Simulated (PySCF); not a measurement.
# SrI: the SCF solver's settings

The same problem is solved with other solver options, one edit a run.

Computed with PySCF 2.14.0. Level: each script names its method and basis.

5 further runs of the same task are left out: 3 for a known fault of the program, 2 that didn't finish.

### 1 Where the work starts

SrI: 2 atoms, charge 0, spin multiplicity 2.

Bond lengths: Sr1–I2 2.809 Å.

### 2 Base script

input.py reads:

```python
from pyscf import gto, scf, mp

mol = gto.M(
    atom='Sr 0 0 0; I 0 0 2.809',
    basis='sbkjc',
    ecp={'Sr': 'sbkjc', 'I': 'sbkjc'},
    charge=0,
    spin=1,
    verbose=4,
)
mf = scf.UHF(mol)
mf.kernel()
mp.MP2(mf).kernel()
mf.dip_moment()
print('orbital energies (hartree):', [e[max(0, n-3):n+3].round(4) for e, n in zip(mf.mo_energy, mol.nelec)])
```

Launch:

```sh
> OMP_NUM_THREADS=1 python input.py
```

Its log is not repeated here.

Base result: E(SCF) = -11.827759 Eh, 9 cycles, E(MP2) − E(SCF) = -0.01528 Eh, ⟨S²⟩ = 0.750, μ = 7.08 D (of the SCF density).

The bond length is a typed value, not an optimised one.

### 3 Damping 0.95

Variant 1 changes damping: none → 0.95.

input.py reads:

```python
from pyscf import gto, scf, mp

mol = gto.M(
    atom='Sr 0 0 0; I 0 0 2.809',
    basis='sbkjc',
    ecp={'Sr': 'sbkjc', 'I': 'sbkjc'},
    charge=0,
    spin=1,
    verbose=4,
)
mf = scf.UHF(mol)
mf.damp = 0.95
mf.diis_start_cycle = 8
mf.kernel()
mp.MP2(mf).kernel()
mf.dip_moment()
print('orbital energies (hartree):', [e[max(0, n-3):n+3].round(4) for e, n in zip(mf.mo_energy, mol.nelec)])
```

Launch:

```sh
> OMP_NUM_THREADS=1 python input.py
```

### 4 Initial guess 1e

Variant 2 changes initial guess: minao → 1e.

Changes to input.py since step 2:

```diff
@@ -11,2 +11,3 @@
 mf = scf.UHF(mol)
+mf.init_guess = '1e'
 mf.kernel()
```

### 5 Initial guess atom

Variant 3 changes initial guess: minao → atom.

Changes to input.py since step 2:

```diff
@@ -11,2 +11,3 @@
 mf = scf.UHF(mol)
+mf.init_guess = 'atom'
 mf.kernel()
```

### 6 DIIS space 2

Variant 4 changes DIIS space: default → 2.

Changes to input.py since step 2:

```diff
@@ -11,2 +11,3 @@
 mf = scf.UHF(mol)
+mf.diis_space = 2
 mf.kernel()
```

### 7 Convergence threshold 1e-05 hartree

Variant 5 changes convergence threshold: default → 1e-05 hartree.

Changes to input.py since step 2:

```diff
@@ -11,2 +11,3 @@
 mf = scf.UHF(mol)
+mf.conv_tol = 1e-05
 mf.kernel()
```

Before running it: what results should come out? Wanted: for each run, E(SCF); from base; gap, α spin; SCF dipole; after the SCF.

The runs gave:

```csv
run,E(SCF) (hartree),from base (eV),cycles,"gap, α spin (eV)",SCF dipole (D),after the SCF
base,-11.827759,0,9,5.82,7.08,MP2 correlation -0.416 eV
damping 0.95,-11.827759,0.0000,15,5.82,7.08,MP2 correlation -0.416 eV
initial guess 1e,-11.827759,0.0000,9,5.82,7.08,MP2 correlation -0.416 eV
initial guess atom,-11.827759,0.0000,9,5.82,7.08,MP2 correlation -0.416 eV
DIIS space 2,-11.827759,0.0000,11,5.82,7.08,MP2 correlation -0.416 eV
convergence threshold 1e-05 hartree,-11.827759,0.0000,6,5.82,7.08,MP2 correlation -0.416 eV
```

Distance from each run's final energy (log10 hartree) by cycle:

| run | cycle 1 | cycle 2 | cycle 3 | cycle 5 | cycle 8 | cycle 12 |
| --- | --- | --- | --- | --- | --- | --- |
| base | -1.8 | -2.5 | -3.2 | -5.9 | -9.8 | done |
| damping 0.95 | -1.8 | -1.8 | -1.8 | -1.9 | -2.7 | -7.1 |
| initial guess 1e | -0.3 | -1.2 | -2.2 | -4.5 | -9.3 | done |
| initial guess atom | -1.7 | -2.7 | -3.3 | -6.2 | -10.0 | done |
| DIIS space 2 | -1.8 | -2.5 | -3.2 | -5.6 | -8.0 | done |
| convergence threshold 1e-05 hartree | -1.8 | -2.5 | -3.2 | -5.9 | done | done |

**Reading.** With damping 0.95 or initial guess 1e or initial guess atom or DIIS space 2 or convergence threshold 1e-05 hartree the SCF ends at the base energy. The base needs 9 cycles and the run with damping 0.95 needs 15.
